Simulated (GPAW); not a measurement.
**NaSb2Au in GPAW: the effect of functional**

The system is NaSb2Au.

```
CELL_PARAMETERS angstrom
4.35730 0.00000 0.00000
-2.17865 3.77354 0.00000
0.00000 0.00000 6.81847
ATOMIC_POSITIONS crystal
Na 0.00000 0.00000 0.50000
Sb 0.66667 0.33333 0.81632
Sb 0.33333 0.66667 0.18368
Au 0.00000 0.00000 0.00000
```

The cell was built by a generator and needn't be a form met in nature.

Alike in all runs:

| Property | Result |
| --- | --- |
| Program | GPAW 26.7.0 |
| Task | band structure |
| Cutoff | 800 eV |
| Basis | pw |
| k mesh | 5 × 5 × 3 |
| Occupations | fermi-dirac, width 0.05 eV |
| Spin | no spin polarisation |

| functional | potentials or basis | pressure (GPa) |
| --- | --- | --- |
| LDA | the program's PAW data sets (release 1.2.1) made for this functional | -4.0 |
| PBE | GPAW PAW data sets (gpaw-data 1.2.1) | 0.1 |
| PBEsol | PAW data sets generated in the run's folder for this functional | ? |
| RPBE | the program's PAW data sets (release 1.2.1) made for this functional | 1.5 |
| revPBE | the program's PAW data sets (release 1.2.1) made for this functional | 1.2 |

Q: What does the run with functional PBEsol give?

A: Pressure -2.4 GPa.

Caveats: with this Au data set, volumes or pressures lay over 1.5 % or 2 GPa off other programs in two to four cells of ten.
